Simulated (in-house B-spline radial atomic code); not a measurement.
**Si¹⁰⁺: ionisation energy by several methods**

Aim: the ionisation energy of Si¹⁰⁺ by several methods, each as the difference of two self-consistent energies (Si¹⁰⁺ and the next ion, [He] 2s1).

Program: in-house B-spline radial atomic code version 1. Level of theory: scalar-relativistic (X2C), several functionals, spin-polarised, exact exchange averaged over the configuration; spherical all-electron atom at the radial basis limit. These are calculated values, not measurements, unless marked.

## (1) What is computed

- element: silicon (Z = 14)
- charge: +10
- electrons: 4
- configuration: [He] 2s2
- nucleus: Fermi, rms radius 3.122 fm

The outer shells:

[He] 2s2
```
[He] core
2s [↑↓]
```

Where spins are not typed, each open shell is filled with up spins first.

## (2) LC-ωPBE, a range-separated hybrid

Input settings:

```ini
Z = 14
electrons = 4.0
configuration = [He] 2s2
hamiltonian = x2c
method = lc_wpbe
spin_polarised = True
nucleus = fermi
rms_radius = 3.1224
mass_number = 28
atomic_mass = 27.97692653442
speed_of_light = 137.035999084
exact_exchange = averaged over the configuration
```

Run with:

```console
python run_scf.py task.json out
```

The settings of every run stand in task.json; they run in order.

Main fields of the result record, rounded:

```text
status: converged
scf [iteration, energy, orbital gradient]:
  - [1, -223.098465509, 0.919]
  - [2, -224.419625765, 0.0349]
  - [3, -224.421531309, 0.0167]
  - [4, -224.421968857, 0.008]
  - [5, -224.422098975, 0.000353]
  - [6, -224.422099212, 4.53e-06]
  - [7, -224.422099212, 4.28e-09]
energy [hartree]: {"total": -224.422099212, "kinetic": 225.478208451, "nuclear": -470.316930824, "coulomb": 31.3748144783, "exact_exchange": -0.889507049221, "xc": -10.0686842684}
orbitals [hartree, bohr; up spins, the down spins are equal]:
  - ["name", "occ", "eps", "<r>", "<r^2>", "<1/r>", "r_max"]
  - ["1s up", 1.0, -81.556732, 0.11029, 0.016349, 13.763, 0.07227]
  - ["2s up", 1.0, -16.915148, 0.47936, 0.26889, 3.099, 0.41008]
sum_r [bohr^k]: {"-1": 33.72487, "1": 1.179313, "2": 0.5704768}
radius_at_0.001 [bohr]: 1.285
radius_enclosing_fraction [bohr]: {"0.5": 0.2238, "0.9": 0.6285, "0.99": 0.9497}
slater [hartree]:
  F0(1s up,1s up): 8.5284
  F0(1s up,1s down): 8.5284
  F0(1s up,2s up): 2.6376
  G0(1s up,2s up): 0.25598
  F0(1s up,2s down): 2.6376
  F0(1s down,1s down): 8.5284
  F0(1s down,2s up): 2.6376
  F0(1s down,2s down): 2.6376
  G0(1s down,2s down): 0.25598
  F0(2s up,2s up): 1.8838
  F0(2s up,2s down): 1.8838
  F0(2s down,2s down): 1.8838
ionisation_energy [hartree]: 17.4165963
```

Wall time 0.12 s (1 thread, shared host).

The run also solves the next ion with the same method; the record keeps the difference, ionisation_energy. radius_at_0.001 is where the density falls to 0.001 electrons per bohr³.

Radial density 4πr²n(r) and radial functions P(r) = rR(r):

| r (bohr) | 4πr²n | 1s down | 2s down |
| --- | --- | --- | --- |
| 0.00553 | 0.6496 | 0.5429 | 0.1733 |
| 0.00747 | 1.107 | 0.7089 | 0.2262 |
| 0.0101 | 1.858 | 0.9182 | 0.2926 |
| 0.0136 | 3.020 | 1.1710 | 0.3724 |
| 0.0184 | 4.784 | 1.4745 | 0.4671 |
| 0.0249 | 7.239 | 1.8149 | 0.5706 |
| 0.0336 | 10.25 | 2.1621 | 0.6702 |
| 0.0454 | 13.34 | 2.4728 | 0.7450 |
| 0.0613 | 15.45 | 2.6736 | 0.7590 |
| 0.0829 | 15.26 | 2.6814 | 0.6641 |
| 0.112 | 12.16 | 2.4310 | 0.4110 |
| 0.151 | 7.447 | 1.9295 | -0.0216 |
| 0.204 | 3.973 | 1.2765 | -0.5978 |
| 0.276 | 3.621 | 0.6602 | -1.1724 |
| 0.373 | 4.698 | 0.2477 | -1.5126 |
| 0.504 | 4.085 | 0.0600 | -1.4279 |
| 0.681 | 1.882 | 0.0080 | -0.9700 |
| 0.919 | 0.3978 | 0.0005 | -0.4460 |
| 1.24 | 0.03067 | 0.0000 | -0.1238 |
| 1.68 | 0.0005912 | 0.0000 | -0.0172 |

On the record's full grid the radial density has clear maxima near r = 0.071, 0.43 bohr.

X-ray form factor of the spherical density:

| sinθ/λ (1/Å) | f (electrons) |
| --- | --- |
| 0 | 4.000 |
| 0.1 | 3.958 |
| 0.2 | 3.838 |
| 0.3 | 3.652 |
| 0.4 | 3.418 |
| 0.6 | 2.892 |
| 0.8 | 2.401 |
| 1 | 2.020 |
| 1.4 | 1.586 |
| 1.8 | 1.381 |
| 2.5 | 1.111 |
| 4 | 0.588 |
| 6 | 0.234 |

## (3) B97-1, a global hybrid

The settings differ from step 2 so:

```diff
@@ -4,3 +4,3 @@
 hamiltonian = x2c
-method = lc_wpbe
+method = b97_1
 spin_polarised = True
```

Result record:

```text
status: converged
iterations: 7
energy [hartree]: {"total": -224.529798299, "kinetic": 225.568494892, "nuclear": -470.41166113, "coulomb": 31.3838031658, "exact_exchange": -2.29532104809, "xc": -8.77511417904}
orbitals [hartree, bohr; up spins, the down spins are equal]:
  - ["name", "occ", "eps", "<r>"]
  - ["1s up", 1.0, -82.041547, 0.11012]
  - ["2s up", 1.0, -16.845182, 0.47947]
sum_r [bohr^k]: {"-1": 33.73153, "1": 1.179174, "2": 0.5703073}
ionisation_energy [hartree]: 17.419615
```

It took 0.12 s on 1 thread, shared host.

## (4) TPSSh, a global hybrid

The settings differ from step 3 so:

```diff
@@ -4,3 +4,3 @@
 hamiltonian = x2c
-method = b97_1
+method = tpssh
 spin_polarised = True
```

Result record:

```text
status: converged
iterations: 6
energy [hartree]: {"total": -224.554877953, "kinetic": 225.611087061, "nuclear": -470.458912158, "coulomb": 31.3926177148, "exact_exchange": -1.09346556468, "xc": -10.0062050069}
orbitals [hartree, bohr; up spins, the down spins are equal]:
  - ["name", "occ", "eps", "<r>"]
  - ["1s up", 1.0, -81.880252, 0.11004]
  - ["2s up", 1.0, -16.793416, 0.47938]
sum_r [bohr^k]: {"-1": 33.73474, "1": 1.178829, "2": 0.5698621}
ionisation_energy [hartree]: 17.4082977
```

Wall time 0.14 s (1 thread, shared host).

Meta-GGA runs start from a PBE run whose iterations are not counted.

## (5) HSE06, a range-separated hybrid

The settings differ from step 4 so:

```diff
@@ -4,3 +4,3 @@
 hamiltonian = x2c
-method = tpssh
+method = hse06
 spin_polarised = True
```

Result record:

```text
status: converged
iterations: 7
energy [hartree]: {"total": -224.435876107, "kinetic": 225.500351057, "nuclear": -470.340530763, "coulomb": 31.3781602362, "exact_exchange": -2.66982278158, "xc": -8.30403385472}
orbitals [hartree, bohr; up spins, the down spins are equal]:
  - ["name", "occ", "eps", "<r>"]
  - ["1s up", 1.0, -82.147442, 0.11015]
  - ["2s up", 1.0, -16.852086, 0.47954]
sum_r [bohr^k]: {"-1": 33.72645, "1": 1.179379, "2": 0.5705456}
ionisation_energy [hartree]: 17.4055192
```

Run time: 0.15 s. Hardware: 1 thread, shared host.

## (6) PBE0, a global hybrid

The settings differ from step 5 so:

```diff
@@ -4,3 +4,3 @@
 hamiltonian = x2c
-method = hse06
+method = pbe0
 spin_polarised = True
```

Result record:

```text
status: converged
iterations: 7
energy [hartree]: {"total": -224.426264871, "kinetic": 225.489065879, "nuclear": -470.329425662, "coulomb": 31.3784272748, "exact_exchange": -2.73184949485, "xc": -8.23248286794}
orbitals [hartree, bohr; up spins, the down spins are equal]:
  - ["name", "occ", "eps", "<r>"]
  - ["1s up", 1.0, -82.160451, 0.11015]
  - ["2s up", 1.0, -16.868181, 0.47953]
sum_r [bohr^k]: {"-1": 33.72562, "1": 1.179355, "2": 0.5705124}
ionisation_energy [hartree]: 17.4056923
```

Run time: 0.21 s. Hardware: 1 thread, shared host.

## (7) Results

| method | rung | total energy (hartree) | ΔSCF (eV) | −ε highest (eV) | ΔSCF less tabulated (eV) |
| --- | --- | --- | --- | --- | --- |
| B97-1 | global hybrid | -224.5298 | 474.01 | 458.38 (2s up) | -2.26 |
| TPSSh | global hybrid | -224.5549 | 473.70 | 456.97 (2s up) | -2.57 |
| PBE0 | global hybrid | -224.4263 | 473.63 | 459.01 (2s up) | -2.64 |
| LC-ωPBE | range-separated hybrid | -224.4221 | 473.93 | 460.28 (2s up) | -2.34 |
| HSE06 | range-separated hybrid | -224.4359 | 473.63 | 458.57 (2s up) | -2.64 |

Tables give 476.273 ± 0.019 eV (semi-empirical; NIST Atomic Spectra Database) for the ionisation energy. B97-1 misses by -2.26 eV, the least, and HSE06 by -2.64 eV (0.56 %), the most. All methods miss on the same side by much the same amount, which points to something that they share. Relativistic terms that these runs lack can be as large as the gaps between close methods, so the nearest may be so by luck.

Cost against accuracy (CPU time on one thread of a shared host; * marks runs that also wrote radial tables):

| method | CPU time | miss (eV) |
| --- | --- | --- |
| B97-1* | 0.12 s | -2.26 |
| LC-ωPBE* | 0.12 s | -2.34 |
| TPSSh | 0.14 s | -2.57 |
| HSE06 | 0.15 s | -2.64 |
| PBE0 | 0.21 s | -2.64 |
